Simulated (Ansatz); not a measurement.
# Be3PbN: the cost of one run

Program: Ansatz 0.2.0. Level of theory: DFT PBEsol, scalar-relativistic, plane waves, PAW. These are calculated values, not measurements.

1 further run of the same task is left out (set aside as unsound or not needed). Runs told in other sessions of the task aren't counted.

## Step 1: The structure to begin with

It takes space group Pm-3m (No. 221, cubic). Conventional cell: a = 4.755 Å, b = 4.755 Å, c = 4.755 Å, α = 90.00°, β = 90.00°, γ = 90.00°. Around Ca (site symmetry 4/mmm) lie 2 N at 2.38 Å. Ge (site symmetry m-3m) has 12 Ca at 3.36 Å in its first shell of neighbours. N (site symmetry m-3m) has 6 Ca at 2.38 Å in its first shell of neighbours.

Coordinates:

```cif
data_structure
_symmetry_space_group_name_H-M 'P 1'
_symmetry_Int_Tables_number 1
_cell_length_a 4.7548
_cell_length_b 4.7548
_cell_length_c 4.7548
_cell_angle_alpha 90.000
_cell_angle_beta 90.000
_cell_angle_gamma 90.000
_cell_volume 107.49
loop_
_atom_site_label
_atom_site_type_symbol
_atom_site_fract_x
_atom_site_fract_y
_atom_site_fract_z
_atom_site_occupancy
Ca1 Ca 0.00000 0.50000 0.50000 1
Ca2 Ca 0.50000 0.00000 0.50000 1
Ca3 Ca 0.50000 0.50000 0.00000 1
Ge1 Ge 0.00000 0.00000 0.00000 1
N1 N 0.50000 0.50000 0.50000 1
```

It is the result of an earlier relaxation at this level (volume 21.50 Å³/atom; gap on the mesh: none (metal)).

## Step 2: Ca → Be, Ge → Pb: the starting cell

The start of Be3PbN: fractional positions of relaxed Ca3GeN, cell scaled by 0.791, a guess from tabulated radii.

## Step 3: A first look at the start (Be3PbN)

Input file input.yaml:

```yaml
crystal:
  lattice:
    - [3.7629319054, 0.0, 0.0]
    - [0.0, 3.7629319054, 0.0]
    - [0.0, 0.0, 3.7629319054]
  atoms:
    - { symbol: Be, position: [0.0, 0.5, 0.5] }
    - { symbol: Be, position: [0.5, 0.0, 0.5] }
    - { symbol: Be, position: [0.5, 0.5, 0.0] }
    - { symbol: Pb, position: [0.0, 0.0, 0.0] }
    - { symbol: "N", position: [0.5, 0.5, 0.5] }
basis:
  ecutwfc: 420
kpoints:
  mp_grid: { grid: [6, 6, 6] }
hamiltonian:
  xc: pbesol
scf:
  occupations: { method: gaussian, width: 0.1 }
output:
  forces: true
  stress: true
  eigenvalues: true
```

Run with:

```
> ansatz run input.yaml --threads 1 --pin off --max-ram 2560MiB --backend cpu --events-out ev --progress --plain --runs-dir out
```

What time and memory should one allow on 1 thread of Arm Neoverse V1, shared host?

About 2.1 s, with a peak of 0.3 GiB.
